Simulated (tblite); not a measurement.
# C3H2OSe: the cost of one run

Computed with tblite 0.8.0 and PySCF 2.14.0; each step states its level. No surroundings beyond the atoms listed, unless a continuum is named. Atoms count from 0, parts from 1.

### Step 1. The system as given

7 atoms, charge 0, multiplicity 1; geometry: rigid parts in contact. Parts: 1 = atoms 0–2, `O=C=[Se]`, charge 0; 2 = atoms 3–6, `C#C`, charge 0.

### Step 2. Search for minima with GFN2-xTB

The job: settings as JSON, then the geometry in Å.

```
{"job": {"kind": "dock", "xc": "GFN2-xTB", "basis": "xTB"}, "charge": 0, "multiplicity": 1, "parts": [{"atoms": "0-2", "charge": 0, "multiplicity": 1}, {"atoms": "3-6", "charge": 0, "multiplicity": 1}]}
O      1.046132    -0.811748    -0.055138
C      0.134984    -0.104684    -0.007076
Se    -1.181117     0.916432     0.062214
C      0.747289    -3.983547    -0.825266
C      0.001336    -3.192528    -1.318103
H      1.403333    -4.679060    -0.392227
H     -0.654251    -2.496916    -1.751707
```

With the program's defaults for keys left out, this is: GFN2-xTB search for minima from random contacts, gas phase.

The run is started by

```console
> OMP_NUM_THREADS=1 python cluster_run.py task.json out
```

One launch serves the whole session: the jobs run in the order shown.

**Question.** How long does this first job take on 1 thread of Arm Neoverse V1, shared host?

About 8.6 s.
